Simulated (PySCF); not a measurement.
# C3H8GeO: NMR shifts and spin-spin couplings

Aim: predict the NMR shifts and spin-spin couplings of C3H8GeO (`[GeH3][O]C1CC1`).

Programs: PySCF 2.14.0, with density-fitted response routines of our own. Each step states its level of theory. These are calculated values for one molecule in the gas phase, unless marked as measured. Atoms count from 0, in the outputs and in this text.

**1. Starting geometry**

13 atoms, charge 0, multiplicity 1; geometry from: GFN2-xTB.

Bonds of the start (Å): Ge0–O1 1.75, O1–C2 1.39, C2–C3 1.50, C3–C4 1.50, C4–C2 1.50, Ge0–H5 1.49, Ge0–H6 1.50, Ge0–H7 1.50, C2–H8 1.09, C3–H9 1.08, C3–H10 1.08, C4–H11 1.08, C4–H12 1.08.

**2. Nuclear shieldings: PBE0/pcSseg-1**

The job: settings as JSON, then the geometry in Å.

```
{"job": {"kind": "nmr", "xc": "PBE0", "basis": "pcSseg-1"}, "charge": 0, "multiplicity": 1}
Ge     1.954123     1.009318     0.408059
O      0.723981    -0.136904     0.882816
C     -0.185316    -0.808477     0.073345
C     -1.621486    -0.814014     0.493501
C     -1.197638    -0.053152    -0.730088
H      2.552505     1.292090     1.739782
H      1.341943     2.226204    -0.230782
H      2.921508     0.377511    -0.555289
H      0.221955    -1.719093    -0.356756
H     -1.877593    -0.242570     1.371608
H     -2.190857    -1.722442     0.371625
H     -1.471546    -0.432612    -1.702673
H     -1.175967     1.024628    -0.661467
```

With the program's defaults for keys left out, this is: GIAO PBE0/pcSseg-1 NMR shielding, non-relativistic, gas phase.

**Question.** This job is followed by: B3LYP/pcJ-1 Ge:pcSseg-1 indirect spin-spin coupling, non-relativistic, gas phase. What will the session give for the following? 13C shifts against TMS (PBE0/pcSseg-1, means over atoms taken as alike); 1H shifts against TMS (PBE0/pcSseg-1, means over atoms taken as alike); 73Ge shifts against GeMe4 (PBE0/pcSseg-1); 17O shifts against H2O (PBE0/pcSseg-1); largest coupling of the table (B3LYP/pcSseg-1+pcJ-1).

**Answer**, as computed:

```
                                                               quantity                       value
13C shifts against TMS (PBE0/pcSseg-1, means over atoms taken as alike)               53.4, 8.9 ppm
 1H shifts against TMS (PBE0/pcSseg-1, means over atoms taken as alike)  4.69, 3.57, 0.60, 0.37 ppm
                              73Ge shifts against GeMe4 (PBE0/pcSseg-1)                     -90 ppm
                                 17O shifts against H2O (PBE0/pcSseg-1)                    13.6 ppm
                   largest coupling of the table (B3LYP/pcSseg-1+pcJ-1)     1J(C,H) C2–H8, 189.1 Hz
```

What this shows: At PBE0/pcSseg-1: The largest span, 336 ppm, is at Ge0, where the paramagnetic term is -1336 ppm. Of the pairs tabulated at B3LYP/pcSseg-1+pcJ-1, C2–H8 couples most strongly (189.1 Hz; Fermi contact 188.0 Hz). Couplings across rotatable bonds belong to this one conformer; where others are populated, the observed values are averages. Spin-orbit coupling is left out, which matters for shieldings and couplings at and beside the heavy atoms.
